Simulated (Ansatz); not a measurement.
# GeNH₂ (doublet): from Hartree-Fock to the top rungs at angle N2–Ge1–H3 = 106.3°, cc-pVDZ

One table from this session's results is given with a row withheld; the runs are named, their logs left out.

Computed with Ansatz 0.2.0, Gaussian basis. Level: cc-pVDZ, core rule «outside noble gas», up to 15 orbitals frozen.

To be run: UHF; CCSD(T) on ROHF; CCSD(T) on UHF; BCCD(T) on ROHF; CISD; CCSDT(Q) on ROHF; CCSDT(Q) on UHF; CASSCF and MRCISD+Q, 3 electrons in 3 orbitals; CASSCF and NEVPT2, 3 electrons in 3 orbitals.

28 further runs of the same task are left out: 1 for a mislabelled method, 12 for a known fault of the program, 12 that didn't finish, 3 set aside as unsound or not needed.

## What is computed

The geometry derives from a PBE0/def2-TZVP stationary point (not a proven minimum). One angle is set to the value named; bond lengths are kept. No spin-orbit coupling is included. The filled d shell of Ge may be among the frozen orbitals whatever the setting's name suggests; the logs give the count.

4 atoms, charge 0, spin multiplicity 2.

Atoms are counted from 1 here; the program's logs count them from 0.

Bond lengths: Ge1–N2 1.713 Å, Ge1–H3 1.581 Å, N2–H4 1.013 Å. Angles: N2–Ge1–H3 106.3°, Ge1–N2–H4 127.4°.

The first run:

File in.yaml:

```yaml
crystal:
  periodic: [false, false, false]
  atoms:
    - {symbol: Ge, position_ang: [0.000000, -0.050581, 0.287692]}
    - {symbol: N, position_ang: [0.000000, 0.199167, -1.406789]}
    - {symbol: H, position_ang: [0.000000, 1.385599, 0.948607]}
    - {symbol: H, position_ang: [0.000000, -0.508046, -2.132666]}
basis:
  gaussian: {orbitals: cc-pVDZ}
magnetization: {spin_polarized: true, initial_magnetization: 1}
hamiltonian: {xc: hf}
output: {orbitals: {seedname: orbitals}}
```

Command:

```bash
ansatz run in.yaml --threads 1 --pin off --events-out ev --progress --plain --max-ram 2393MiB
```

Steps of the session up to this table: UHF; CCSD(T) on ROHF; CCSD(T) on UHF; BCCD(T) on ROHF; CISD; CCSDT(Q) on ROHF; CCSDT(Q) on UHF; CASSCF and MRCISD+Q, 3 electrons in 3 orbitals; CASSCF and NEVPT2, 3 electrons in 3 orbitals.

One table of the session follows, with a row left open; its other results are not shown here.

```
     method  from RCCSDT(Q) (kJ/mol)
       ROHF                   +763.6
        UHF                   +739.2
       RMP2                   +147.1
       UMP2                   +138.0
      RCCSD                    +39.6
      UCCSD                    +38.9
   RCCSD(T)                    +10.6
   UCCSD(T)                    +10.7
    BCCD(T)                     +8.2
     RCCSDT                     +4.7
     UCCSDT                     +4.6
  RCCSDT(Q)                        0
  UCCSDT(Q)                        ?
CASSCF pair                   +713.5
NEVPT2 pair                   +115.9
```

Estimate the missing values for UCCSDT(Q).

The run gave: from RCCSDT(Q) (kJ/mol): -0.1. In the column «from RCCSDT(Q) (kJ/mol)» it is the lowest.

Not comparable, so not listed: CISD; CASSCF and MRCISD+Q, 3 electrons in 3 orbitals (they don't share determinant, frozen orbitals or solution with the rows shown, or repeat one).

Caveats from the session: Restricted and unrestricted rows rest on different reference determinants; where their highest levels disagree by more than a few hundredths of an eV, they describe different states and don't form one ladder. Warnings in the runs' records: passed over end.
